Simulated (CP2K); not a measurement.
Crystal: HPbNO4.

```
H Pb N O
1.0
     4.20407    0.00000    0.00000
     2.02172    3.83951    0.00000
     2.04686    1.27900    6.28131
H Pb N O
1 1 1 4
Direct
  0.89145 0.68202 0.62796
  0.14426 0.92872 0.88352
  0.25670 0.28861 0.30171
  0.83108 0.65056 0.78405
  0.38694 0.22380 0.11295
  0.31104 0.03576 0.45856
  0.07726 0.60633 0.32275
```

The cell was built by a generator and needn't be a form met in nature.

Base run:

| Item | Value |
| --- | --- |
| Program | CP2K 2026.2 |
| Functional | RPBE |
| Potentials or basis | POTENTIAL_UZH H GTH-PBE-q1, Pb GTH-PBE-q4, N GTH-PBE-q5, O GTH-PBE-q6; TZVP-MOLOPT-PBE-GTH basis |
| Density cutoff | 13606 eV |
| k mesh | 7 × 7 × 5 |
| Occupations | fermi-dirac, width 0.05 eV |
| Spin | no spin polarisation |

Its results: band gap on the k mesh 2.79 eV, indirect (least direct gap 2.81 eV); pressure 3.1 GPa.

**Question.** The run is repeated on the same cell with these changes: functional from RPBE to r2SCAN. What comes out?

**Answer.** Band gap on the k mesh 3.06 eV, indirect (least direct gap 3.09 eV); pressure -0.1 GPa.

r2SCAN gives the wider gap, since meta-GGAs in the generalised Kohn-Sham scheme recover part of the derivative discontinuity.

Caveats: the potentials were made for another functional, which shifts forces and pressure; spin-orbit coupling is left out, which as a rule narrows the gap of such compounds by several tenths of an eV; the basis of atomic orbitals isn't converged, which shifts pressures, moduli and gaps.

A k mesh can miss the band edges.
